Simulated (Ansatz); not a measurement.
**C₄H₉ClFIn: how energies converge with the basis set**

The task here is to estimate one member of a computed series from the others.

Computed with Ansatz 0.2.0, Gaussian basis. Level: one geometry, several basis sets.

Levels to be run: PBE0-D4/def2-SVP; ωB97M-V/def2-SVP; PBE0-D4/def2-QZVPP; ωB97M-V/def2-QZVPP; the functionals' def2-TZVPP values are taken from earlier runs.

## The geometry

An earlier PBE0-D4 in a triple-zeta def2 set relaxation fixed the geometry. In takes the def2 core potential; no spin-orbit term is included.

16 atoms, charge 0, spin multiplicity 1.

Atoms are counted from 1 here; the program's logs count them from 0.

Bond lengths: C1–C2 1.522 Å, C1–H8 1.099 Å, C1–H9 1.093 Å, C1–H10 1.093 Å, C2–C3 1.520 Å, C2–C4 1.522 Å, C2–In5 2.178 Å, C3–H11 1.092 Å, C3–H12 1.099 Å, C3–H13 1.092 Å, C4–H14 1.093 Å, C4–H15 1.099 Å, C4–H16 1.093 Å, In5–F6 1.956 Å, In5–Cl7 2.327 Å. Angles: C2–C1–H8 109.0°, C2–C1–H9 112.4°, C2–C1–H10 112.5°, H8–C1–H9 107.4°, H8–C1–H10 107.1°, H9–C1–H10 108.3°, C1–C2–C3 110.9°, C1–C2–C4 110.3°, C1–C2–In5 107.7°, C3–C2–C4 110.9°, C3–C2–In5 109.3°, C4–C2–In5 107.6°, C2–C3–H11 112.4°, C2–C3–H12 109.1°, C2–C3–H13 112.4°, H11–C3–H12 107.4°, H11–C3–H13 107.9°, H12–C3–H13 107.4° and more.

Set-up of the first run:

The input, in.yaml:

```yaml
crystal:
  periodic: [false, false, false]
  atoms:
    - {symbol: C, position_ang: [0.413669, 0.639651, 1.365830]}
    - {symbol: C, position_ang: [0.019923, -0.088821, 0.088439]}
    - {symbol: C, position_ang: [1.101630, -1.069967, -0.331897]}
    - {symbol: C, position_ang: [-1.313696, -0.799258, 0.274589]}
    - {symbol: In, position_ang: [-0.241497, 1.405871, -1.473640]}
    - {symbol: F, position_ang: [-1.515850, 2.872213, -1.246848]}
    - {symbol: Cl, position_ang: [0.793217, 1.612261, -3.547940]}
    - {symbol: H, position_ang: [0.515009, -0.093123, 2.178196]}
    - {symbol: H, position_ang: [-0.337044, 1.369954, 1.676778]}
    - {symbol: H, position_ang: [1.374521, 1.152820, 1.274536]}
    - {symbol: H, position_ang: [0.848120, -1.599470, -1.253200]}
    - {symbol: H, position_ang: [1.229395, -1.824167, 0.456576]}
    - {symbol: H, position_ang: [2.069162, -0.584691, -0.479836]}
    - {symbol: H, position_ang: [-1.625667, -1.343419, -0.620692]}
    - {symbol: H, position_ang: [-1.215331, -1.537146, 1.082710]}
    - {symbol: H, position_ang: [-2.115561, -0.112697, 0.556380]}
basis:
  gaussian: {orbitals: def2-SVP}
hamiltonian: {xc: pbe0, dispersion: d4}
output: {orbitals: {seedname: orbitals}}
```

Among the steps run: PBE0-D4 in def2-SVP; ωB97M-V in def2-SVP; PBE0-D4 in def2-QZVPP; ωB97M-V in def2-QZVPP.

One of the session's tables, all rows but one given; the rest of the session is left out.

It belongs to the step «Density functionals: the series». 

| functional | basis | HOMO (eV) | LUMO (eV) |
| --- | --- | --- | --- |
| PBE0-D4 | def2-SVP | -7.70 | -1.48 |
| PBE0-D4 | def2-TZVPP | -7.76 | -1.67 |
| PBE0-D4 | def2-QZVPP | -7.78 | -1.73 |
| ωB97M-V | def2-SVP | -9.74 | 0.43 |
| ωB97M-V | def2-TZVPP | -9.83 | 0.13 |
| ωB97M-V | def2-QZVPP | ? | ? |

**Question.** Estimate the row for ωB97M-V, def2-QZVPP.

The run gave: HOMO (eV): -9.85; LUMO (eV): -0.04. In the column «HOMO (eV)» it is the lowest.
